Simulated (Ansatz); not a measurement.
**Ge₂N₃H₉: up Jacob's ladder to CCSD(T)**

How much do the methods differ for Ge₂N₃H₉? The plan is to run it at one geometry with functionals of several rungs and with coupled cluster, and see how far each lands from CCSD(T) at the basis-set limit for the atomisation energy.

Method: functionals in def2-TZVPP, the program's frozen cores in correlated methods; program: Ansatz 0.2.0, Gaussian basis.

Plan: PBE-D4, r2SCAN-D4, PBE0-D4, B3LYP-D4, ωB97X-V, ωB97M-V, B2PLYP; CCSD(T)/def2-TZVPP; MP2/def2-QZVPP; extrapolation to the limit.

### 1 The geometry

All runs share one geometry, relaxed beforehand with PBE0-D4 in a triple-zeta def2 set.

SMILES `[NH2][GeH2][NH][GeH2][NH2]`, 14 atoms, charge 0, spin multiplicity 1.

Atoms are counted from 1 here; the program's logs count them from 0.

Bond lengths: N1–Ge2 1.842 Å, N1–H6 1.011 Å, N1–H7 1.011 Å, Ge2–N3 1.820 Å, Ge2–H8 1.546 Å, Ge2–H9 1.544 Å, N3–Ge4 1.843 Å, N3–H10 1.007 Å, Ge4–N5 1.836 Å, Ge4–H11 1.537 Å, Ge4–H12 1.538 Å, N5–H13 1.013 Å, N5–H14 1.011 Å. Angles: Ge2–N1–H6 114.5°, Ge2–N1–H7 114.4°, H6–N1–H7 108.7°, N1–Ge2–N3 103.6°, N1–Ge2–H8 116.0°, N1–Ge2–H9 104.6°, N3–Ge2–H8 107.7°, N3–Ge2–H9 114.7°, H8–Ge2–H9 110.4°, Ge2–N3–Ge4 123.6°, Ge2–N3–H10 117.8°, Ge4–N3–H10 117.3°, N3–Ge4–N5 114.5°, N3–Ge4–H11 109.0°, N3–Ge4–H12 106.3°, N5–Ge4–H11 105.9°, N5–Ge4–H12 108.0°, H11–Ge4–H12 113.3° and more.

### 2 PBE-D4 (GGA)

in.yaml

```yaml
crystal:
  periodic: [false, false, false]
  atoms:
    - {symbol: N, position_ang: [1.625476, -0.865092, -0.444260]}
    - {symbol: Ge, position_ang: [1.534404, 0.741450, 0.453228]}
    - {symbol: N, position_ang: [-0.231286, 0.901979, 0.862619]}
    - {symbol: Ge, position_ang: [-1.592535, 0.498112, -0.312757]}
    - {symbol: N, position_ang: [-1.902538, -1.297801, -0.531744]}
    - {symbol: H, position_ang: [2.418353, -0.954642, -1.064395]}
    - {symbol: H, position_ang: [1.587052, -1.679486, 0.153489]}
    - {symbol: H, position_ang: [2.333848, 0.825102, 1.773986]}
    - {symbol: H, position_ang: [2.058071, 1.782707, -0.559647]}
    - {symbol: H, position_ang: [-0.475502, 1.414661, 1.694650]}
    - {symbol: H, position_ang: [-1.227137, 1.034905, -1.706342]}
    - {symbol: H, position_ang: [-2.867761, 1.132308, 0.267555]}
    - {symbol: H, position_ang: [-1.085291, -1.763998, -0.906327]}
    - {symbol: H, position_ang: [-2.175164, -1.770214, 0.319954]}
basis:
  gaussian: {orbitals: def2-TZVPP}
hamiltonian: {xc: pbe, dispersion: d4}
output: {forces: true, orbitals: {seedname: orbitals}}
```

The run is started by

```console
ansatz run in.yaml --threads 2 --pin off --events-out ev --progress --plain --max-ram 32768MiB --backend cuda --devices 0, --max-vram 18GiB
```

Further steps of the session: r2SCAN-D4 (meta-GGA); PBE0-D4 (hybrid); B3LYP-D4 (hybrid); ωB97X-V (range-separated); ωB97M-V (range-separated); B2PLYP (double hybrid); CCSD(T) in def2-TZVPP; MP2 in def2-QZVPP.

Q: Predict the results of all the runs planned. Wanted: atomisation energy, CCSD(T)/CBS; farthest; mean size of error, hybrid; mean size of error, range-separated; gap, smallest and largest; T1 diagnostic; triples share of the correlation energy.

The runs gave:

| quantity | value |
| --- | --- |
| atomisation energy, CCSD(T)/CBS | 1044.4 kcal/mol |
| functionals within 10.4 kcal/mol (1.0 %) | PBE-D4, B3LYP-D4, ωB97X-V, ωB97M-V |
| farthest | B2PLYP (-18.3 kcal/mol) |
| mean size of error, hybrid | 10.5 kcal/mol |
| mean size of error, range-separated | 5.1 kcal/mol |
| gap, smallest and largest | 5.18 eV (PBE-D4), 11.68 eV (ωB97X-V) |
| T1 diagnostic | 0.0112 |
| triples share of the correlation energy | 3.7 % |

What this shows: PBE-D4 is off by +3.6 kcal/mol. Double hybrids carry the basis error of their MP2 part in triple zeta, and no dispersion term here, so their miss is partly the set-up's. Misses under about 10.4 kcal/mol are within the doubt on the reference itself, which lacks core-valence correlation, relativity and higher excitations, and its outer-core shells are covered unevenly. Hartree-Fock recovers 66 % of the binding; the rest is correlation. The gap grows from 5.2 to 11.7 eV across the functionals, mostly with the share of exact exchange. Correlated methods include outer-core shells of Ge, which these sets cover unevenly.
